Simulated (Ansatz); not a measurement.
# H2OSSn (SMILES [O]1[S][SnH2]1): single points off equilibrium

One table from this session's results is given with a row withheld; the runs are named, their logs left out.

Program: Ansatz 0.2.0, Gaussian basis. Level of theory: single points in def2-TZVPP. These are calculated values, not measurements.

Correlated methods freeze the cores. Filled d shells of the heavier atoms are correlated. Core potentials replace the inner electrons past krypton, and spin-orbit coupling is left out.

### Where the work starts

SMILES `[O]1[S][SnH2]1`, 5 atoms, charge 0, spin multiplicity 1.

Atoms are counted from 1 here; the program's logs count them from 0.

Bond lengths: O1–S2 1.536 Å, O1–Sn3 2.492 Å, S2–Sn3 2.499 Å, Sn3–H4 1.797 Å, Sn3–H5 1.784 Å. Angles: S2–O1–Sn3 72.3°, O1–S2–Sn3 71.8°, O1–Sn3–S2 35.8°, O1–Sn3–H4 81.8°, O1–Sn3–H5 80.3°, S2–Sn3–H4 104.6°, S2–Sn3–H5 103.9°, H4–Sn3–H5 98.1°.

As a file:

```
atom    x (Å)    y (Å)    z (Å)
  O1   0.1177  -0.5123   1.3822
  S2   1.2964  -1.2127   0.6908
 Sn3   0.1336   0.2109  -1.0020
  H4  -1.5939  -0.2729  -0.8924
  H5  -0.0003   1.8018  -0.2060
```

Set-up of the first run:

Input file run/in.yaml:

```yaml
crystal:
  periodic: [false, false, false]
  atoms:
    - {symbol: O, position_ang: [0.117700, -0.512300, 1.382200]}
    - {symbol: S, position_ang: [1.296400, -1.212700, 0.690800]}
    - {symbol: Sn, position_ang: [0.133600, 0.210900, -1.002000]}
    - {symbol: H, position_ang: [-1.593900, -0.272900, -0.892400]}
    - {symbol: H, position_ang: [-0.000300, 1.801800, -0.206000]}
basis:
  gaussian: {orbitals: def2-TZVPP}
correlation: {method: ccsd_t}
output: {forces: true}
```

No record of the launch command was kept for these runs.

Steps of the session up to this table: CCSD(T)/def2-TZVPP; PBE0-D4/def2-TZVPP; wB97M-V/def2-TZVPP; r2SCAN-D4/def2-TZVPP; PBE-D4/def2-TZVPP; CAM-B3LYP-D4/def2-TZVPP; r2SCANh-D4/def2-TZVPP.

One of the session's tables, all rows but one given; the rest of the session is left out.

| method | RMS force component (eV/Å) | angle to CCSD(T) forces (°) | dipole (D) |
| --- | --- | --- | --- |
| CCSD(T) | 1.004 | reference | 3.26 |
| PBE0-D4 | 0.759 | 15.6 | 3.47 |
| wB97M-V | 0.757 | 22.5 | 3.35 |
| r2SCAN-D4 | 0.866 | 5.1 | 3.35 |
| PBE-D4 | 0.950 | 13.3 | 3.27 |
| CAM-B3LYP-D4 | 0.723 | 22.3 | 3.49 |
| r2SCANh-D4 | ? | ? | ? |

Estimate the missing values for r2SCANh-D4.

The run gave: RMS force component (eV/Å): 0.812; angle to CCSD(T) forces (°): 12.1; dipole (D): 3.41. In the column «RMS force component (eV/Å)» it lies between PBE0-D4 (0.759) and r2SCAN-D4 (0.866).
